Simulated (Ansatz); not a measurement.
# Sb2Te4O: the cost of one run

Program: Ansatz 0.2.0. Level of theory: DFT PBE, scalar-relativistic, plane waves, PAW, unless a step names another level. These are calculated values, not measurements.

7 further runs of the same task are left out: 5 that didn't finish, 2 set aside as unsound or not needed.

### 1 The starting structure

Symmetry: C2/m, No. 12, monoclinic system. The conventional cell has a = 9.142 Å, b = 4.061 Å, c = 14.365 Å, α = 90.00°, β = 101.31°, γ = 90.00°. Sb (site symmetry m) is surrounded by 1 O at 1.98 Å and 2 Te at 2.85 Å. Te (site symmetry m) is surrounded by 2 Sb at 2.85 Å. Around Te (site symmetry m) lie 3 Te at 2.72 to 3.13 Å. Around O (site symmetry 2/m) lie 2 Sb at 1.98 Å.

Coordinates:

```
Sb Te O
1.0
     4.55707   -2.03027   -0.35408
     4.55707    2.03027   -0.35408
    -5.21394    0.00000   14.53318
Sb Te O
2 4 1
Direct
  0.90480 0.90480 0.09438
  0.09520 0.09520 0.90562
  0.59595 0.59595 0.21842
  0.40405 0.40405 0.78158
  0.66306 0.66306 0.53987
  0.33694 0.33694 0.46013
  0.00000 0.00000 0.00000
```

It came out lowest among 34 distinct ends of the trial cells. At a tolerance of 0.05 Å it has space group C2/m (No. 12).

### 2 A stricter relaxation, on the response runs' mesh and smearing

The input, input.yaml:

```yaml
crystal:
  lattice:
    - [4.5570734138, -2.0302722358, -0.354079385]
    - [4.5570734138, 2.0302722358, -0.354079385]
    - [-5.2139414529, 0.0, 14.5331795047]
  atoms:
    - { symbol: Sb, position: [0.9047968058, 0.9047968058, 0.0943774105] }
    - { symbol: Sb, position: [0.0952031942, 0.0952031942, 0.9056225895] }
    - { symbol: Te, position: [0.5959456742, 0.5959456742, 0.2184178309] }
    - { symbol: Te, position: [0.4040543258, 0.4040543258, 0.7815821691] }
    - { symbol: Te, position: [0.6630584433, 0.6630584433, 0.5398693974] }
    - { symbol: Te, position: [0.3369415567, 0.3369415567, 0.4601306026] }
    - { symbol: O, position: [0.0, 0.0, 0.0] }
basis:
  ecutwfc: 420
kpoints:
  mp_grid: { grid: [8, 8, 4] }
hamiltonian:
  xc: pbe
scf:
  occupations: { method: gaussian, width: 0.1 }
output:
  forces: true
  stress: true
  eigenvalues: true
relax:
  adjacent_minimum: "off"
  f_tol: 0.001
  max_steps: 60
  cell: { stress_tol: 0.01 }
```

Command:

```
$ ansatz run input.yaml --threads 3 --pin off --max-ram 7680MiB --backend cpu --events-out ev --progress --plain --runs-dir out
```

Q: Estimate wall time and peak memory on 3 threads of Intel Xeon 6975P-C (Granite Rapids), shared host.

About 1.9 min, with a peak of 1.2 GiB.
